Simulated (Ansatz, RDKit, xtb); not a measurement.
# C5H6FN: ranking a sample of isomers

Which of a sample of isomers of C5H6FN is the most stable in the gas at 298.15 K, and what are its properties? The sample is small against all isomers, and the most stable one of this formula need not be in it.

Plan: many cheap relaxations first (GFN2-xTB), then density-functional screening, relaxation at B3LYP/def2-SVP, vibrations (at GFN2-xTB) and a final energy. The numbers are computed, not measured.

## (1) Drawing up candidates

Isomers were taken from a list of plausible structures; this is a sample, not all of them. That gives 14 candidates.

| label | SMILES | spin |
| --- | --- | --- |
| c052 | N#C[C@@H]1C[C@@H]1CF | singlet |
| c077 | F[C@@H]1C=NC=CC1 | singlet |
| c176 | C=CC[C@H](F)C#N | singlet |
| c293 | CC/C(F)=C/C#N | singlet |
| c454 | C=C(F)C(=C)C=N | singlet |
| c476 | C=N[C@@H]1C/C1=C\F | singlet |
| c487 | F/C=C/C1=NCC1 | singlet |
| c526 | FC1=CCCN=C1 | singlet |
| c714 | C=C/C=N/C(=C)F | singlet |
| c729 | C=C(F)[C@H](C)C#N | singlet |
| c796 | C=C[C@H](F)CC#N | singlet |
| c866 | FC1=CN=CCC1 | singlet |
| c895 | C=C/C(C=N)=C\F | singlet |
| c899 | N=C1C=CC[C@@H]1F | singlet |

Candidates are built by distance geometry, with a force field where one applies, in up to four conformers (letters a to d).

**Question.** With final energies at CCSD(T)/def2-SVP + MP2/def2-TZVPP - MP2/def2-SVP, which structure will this search put lowest in free energy, and by what margin?

| quantity | value |
| --- | --- |
| lowest structure found | CC/C(F)=C/C#N, singlet |
| next finalist | C=C(F)[C@H](C)C#N, singlet, 2.4 kcal/mol higher in G |
| share at equilibrium, among the finalists | 98.3 % |

`CC/C(F)=C/C#N` comes out lowest. The margin, 2.4 kcal/mol, is modest. HF/STO-3G, r2SCAN-D4/def2-SVP, B3LYP/def2-SVP, HF/def2-SVP and MP2/def2-SVP already put its bonding pattern lowest among the structures in one piece; GFN2-xTB favours the singlet FC1=CN=CCC1. 4 minima inside the window were never screened. The search is not exhaustive (a finite list of starts, one conformer a finalist), so a lower isomer can't be ruled out. Only 14 drawn patterns were tried, so whole families of isomers are missing, and the result ranks this sample alone.
